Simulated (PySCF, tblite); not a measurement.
**C₃H₈OPSi₂ radical: geometry, infrared bands and EPR parameters**

Wanted: the infrared bands and EPR parameters of C₃H₈OPSi₂ radical (`CO[SiH]C#C[SiH2]P`), by calculation.

The runs use tblite 0.8.0 and PySCF 2.14.0, with density-fitted response routines of our own; the level of theory stands in each step. All values are computed, except where a source is named. Atoms are numbered from 0 throughout.

## (1) The molecule as given

15 atoms, charge 0, multiplicity 2; geometry from: force field or distance geometry start.

Bonds of the start (Å): C0–O1 1.39, O1–Si2 1.71, Si2–C3 1.82, C3–C4 1.21, C4–Si5 1.83, Si5–P6 2.21, C0–H7 1.11, C0–H8 1.12, C0–H9 1.12, Si2–H10 1.45, Si5–H11 1.45, Si5–H12 1.48, P6–H13 1.45, P6–H14 1.45.

## (2) Optimising the geometry with GFN2-xTB

Job settings and geometry (Å):

```
{"job": {"kind": "relax", "xc": "GFN2-xTB", "basis": "xTB"}, "charge": 0, "multiplicity": 2}
C     -3.356800     0.110600     0.226400
O     -2.917900    -1.193600     0.065900
Si    -1.578700    -1.434100     1.105500
C     -0.146500    -0.623100     0.329100
C      0.822300    -0.083200    -0.151200
Si     2.268000     0.727100    -0.931900
P      4.110100    -0.460700    -0.648400
H     -4.332000     0.314000    -0.261400
H     -2.537400     0.761600    -0.171200
H     -3.462700     0.326600     1.322600
H     -1.796300    -1.006000     2.473100
H      1.977400     0.989000    -2.328200
H      2.483000     2.014400    -0.227700
H      4.281000    -0.865900     0.736100
H      4.182100    -1.579900    -1.560600
```

Launch:

```bash
OMP_NUM_THREADS=1 python probes_run.py task.json out
```

The driver reads the jobs from task.json and runs them one after another.

**Question.** This job is followed by: GFN2-xTB harmonic vibrations, gas phase; UKS B3LYP, pcH-1 on C H O P Si, non-relativistic, mean-field spin-orbit, GIAO. What will the session give for the following? strongest single infrared mode (GFN2-xTB); zero-point energy (GFN2-xTB); g(iso) (B3LYP); ⟨S²⟩; largest a(iso) (averaged by class); surface potential, 1st and 99th percentile.

**Answer**, as computed:

```
                                 quantity                    value
strongest single infrared mode (GFN2-xTB)    2097 cm⁻¹, 500 km/mol
             zero-point energy (GFN2-xTB)            57.6 kcal/mol
                           g(iso) (B3LYP)                  2.00207
                                     ⟨S²⟩       0.756 (exact 0.75)
       largest a(iso) (averaged by class)  29Si on Si2, -549.8 MHz
    surface potential, 1st and 99th percentile       -1.05 V and 1.09 V
```

In words: Over 122 steps the energy fell by 1.103 eV; of the close pairs, O1–Si2 changed most, 1.712 to 1.618 Å. All 39 modes are real, so the xTB geometry is a minimum. The strongest single mode, at 2097 cm⁻¹, moves mainly C4 and C3. GFN2-xTB is a fitted tight-binding method: band positions and strengths are rough. Its intensities can rank the bands wrongly. Si2 carries the largest spin population, 0.85 e. The isotropic g lies 0.2 ppt below the free-electron value.
